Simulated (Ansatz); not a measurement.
**GeMeCl3 (CH₃Cl₃Ge): the relaxed shape and its frontier levels**

What does GeMeCl3 (CH₃Cl₃Ge) look like as a singlet, and where do its frontier electrons sit?

The runs use Ansatz 0.2.0, Gaussian basis; RKS PBE0-D4/def2-TZVP.

Levels to be run: relaxation at r2SCAN-D4/def2-SVP; a single point at PBE0-D4/def2-TZVP; harmonic vibrations at r2SCAN-D4/def2-SVP.

2 further runs of the same task are left out: 2 set aside as unsound or not needed.

## (1) Starting geometry

8 atoms, charge 0, spin multiplicity 1.

Atoms are counted from 1 here; the program's logs count them from 0.

Bond lengths: Ge1–C2 2.002 Å, Ge1–Cl6 2.130 Å, Ge1–Cl7 2.129 Å, Ge1–Cl8 2.130 Å, C2–H3 1.085 Å, C2–H4 1.085 Å, C2–H5 1.085 Å. Angles: C2–Ge1–Cl6 111.0°, C2–Ge1–Cl7 110.9°, C2–Ge1–Cl8 110.9°, Cl6–Ge1–Cl7 108.1°, Cl6–Ge1–Cl8 108.0°, Cl7–Ge1–Cl8 107.8°, Ge1–C2–H3 109.6°, Ge1–C2–H4 109.4°, Ge1–C2–H5 109.4°, H3–C2–H4 109.5°, H3–C2–H5 109.5°, H4–C2–H5 109.5°.

As a file:

```mol
CH3Cl3Ge
  3D, bonds by distance, orders not assigned

  8  7  0  0  0  0  0  0  0  0999 V2000
    0.0000    0.0029   -0.8510 Ge  0  0
    0.0022   -0.0029    1.1513 C   0  0
   -1.0182    0.0537    1.5158 H   0  0
    0.5645    0.8510    1.5144 H   0  0
    0.4636   -0.9182    1.5079 H   0  0
    1.9868   -0.0159   -1.6176 Cl  0  0
   -0.9825    1.7347   -1.6057 Cl  0  0
   -1.0164   -1.7053   -1.6151 Cl  0  0
  1  2  8  0
  1  6  8  0
  1  7  8  0
  1  8  8  0
  2  3  8  0
  2  4  8  0
  2  5  8  0
M  END
```

The start is a GFN2-xTB geometry.

## (2) Optimising with r2SCAN-D4/def2-SVP

Contents of in.yaml:

```yaml
crystal:
  periodic: [false, false, false]
  atoms:
    - {symbol: Ge, position_ang: [0.000040, 0.002930, -0.851010]}
    - {symbol: C, position_ang: [0.002200, -0.002930, 1.151290]}
    - {symbol: H, position_ang: [-1.018180, 0.053700, 1.515780]}
    - {symbol: H, position_ang: [0.564510, 0.850960, 1.514420]}
    - {symbol: H, position_ang: [0.463560, -0.918180, 1.507940]}
    - {symbol: Cl, position_ang: [1.986780, -0.015910, -1.617600]}
    - {symbol: Cl, position_ang: [-0.982540, 1.734700, -1.605690]}
    - {symbol: Cl, position_ang: [-1.016360, -1.705280, -1.615110]}
basis:
  gaussian: {orbitals: def2-SVP}
hamiltonian: {xc: r2scan, dispersion: d4}
scf: {lower_state_search: "off"}
output: {orbitals: {seedname: orbitals}}
relax: {f_tol: 0.02, max_steps: 100}
```

Launch:

```bash
> ansatz run in.yaml --threads 4 --pin off --events-out ev --progress --plain --max-ram 4787MiB
```

After this run come: Single point, PBE0-D4/def2-TZVP; Vibrations by finite differences.

Before running them: what should the planned runs give, taken together? Wanted: point group; commonest bond, hydrogen aside; HOMO, LUMO at PBE0-D4/def2-TZVP; dipole at r2SCAN-D4/def2-SVP; lowest, highest wavenumber.

The runs gave:

```
                       quantity                            value
                    point group                              C3v
 commonest bond, hydrogen aside  Cl–Ge, 3 of mean length 2.150 Å
HOMO, LUMO at PBE0-D4/def2-TZVP                  -9.17, -1.27 eV
   dipole at r2SCAN-D4/def2-SVP                           2.81 D
     lowest, highest wavenumber                   103, 3185 cm⁻¹
```

In words: The molecule keeps its bonding pattern by the stored test; the atoms moved 0.04 Å (rms). All wavenumbers are real: a minimum at this level.
